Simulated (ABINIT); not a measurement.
Crystal: IrCl2.

```xyz
3
Lattice="3.7349 0.0000 0.0000 -1.8674 3.2345 0.0000 0.0000 0.0000 5.1240" Properties=species:S:1:pos:R:3 pbc="T T T"
Ir    0.0000    0.0000    0.0000
Cl    0.0000    2.1563    1.2810
Cl    1.8674    1.0782    3.8430
```

The cell was built by a generator and needn't be a form met in nature.

- Program: ABINIT 10.8.3 (patched build)
- Task: relaxation of cell and atoms
- Functional: PBE
- Dispersion: D3
- Potentials or basis: SPMS NC PBE v1.0
- Cutoff: 599 eV
- k mesh: 6 × 6 × 4
- Occupations: fermi-dirac, width 0.05 eV
- Spin: no spin polarisation

At the start: pressure -5.3 GPa; volume 20.63 Å³/atom.

Question: How do energy, volume and symmetry change on relaxing?

Answer: Over 16 steps the energy falls by 28.7 meV/atom and the volume is 19.97 Å³/atom (-3.2 %); space group P-3m1 (No. 164, to 0.05 Å).

The path:
| step | energy change (eV) | largest force (eV/Å) | pressure (GPa) | volume (Å³) |
| --- | --- | --- | --- | --- |
| 1 | 0.0000 | 0.7792 | -5.25 | 61.90 |
| 2 | -0.0394 | 0.6072 | -3.77 | 60.91 |
| 3 | -0.0792 | 0.0754 | 0.92 | 58.41 |
| 4 | -0.0804 | 0.1341 | 0.31 | 58.73 |
| 5 | -0.0812 | 0.1428 | 0.11 | 58.90 |
| 6 | -0.0842 | 0.1208 | -0.39 | 59.52 |
| 7 | -0.0854 | 0.0632 | -0.34 | 59.76 |
| 8 | -0.0858 | 0.0127 | -0.09 | 59.75 |
| 9 | -0.0858 | 0.0029 | 0.01 | 59.70 |
| 10 | -0.0859 | 0.0014 | 0.03 | 59.68 |
| 11 | -0.0859 | 0.0002 | 0.07 | 59.67 |
| 12 | -0.0859 | 0.0019 | 0.10 | 59.67 |
| 13 | -0.0860 | 0.0030 | 0.11 | 59.73 |
| 14 | -0.0860 | 0.0022 | 0.06 | 59.83 |
| 15 | -0.0860 | 0.0007 | 0.02 | 59.89 |
| 16 | -0.0860 | 0.0001 | 0.00 | 59.90 |

Final structure:
```yaml
crystal:
  lattice:
    - [3.69222, 0.00000, 0.00000]
    - [-1.84611, 3.19756, 0.00000]
    - [0.00000, 0.00000, 5.07329]
  atoms:
    - { symbol: Ir, position: [0.00000, 0.00000, 0.00000] }
    - { symbol: Cl, position: [0.33333, 0.66667, 0.23765] }
    - { symbol: Cl, position: [0.66667, 0.33333, 0.76235] }
```

Caveat: an odd number of electrons without spin polarisation forces a metal; a magnetic or distorted state may lie lower; pairwise dispersion overbinds metals, which lowers pressure and volume.
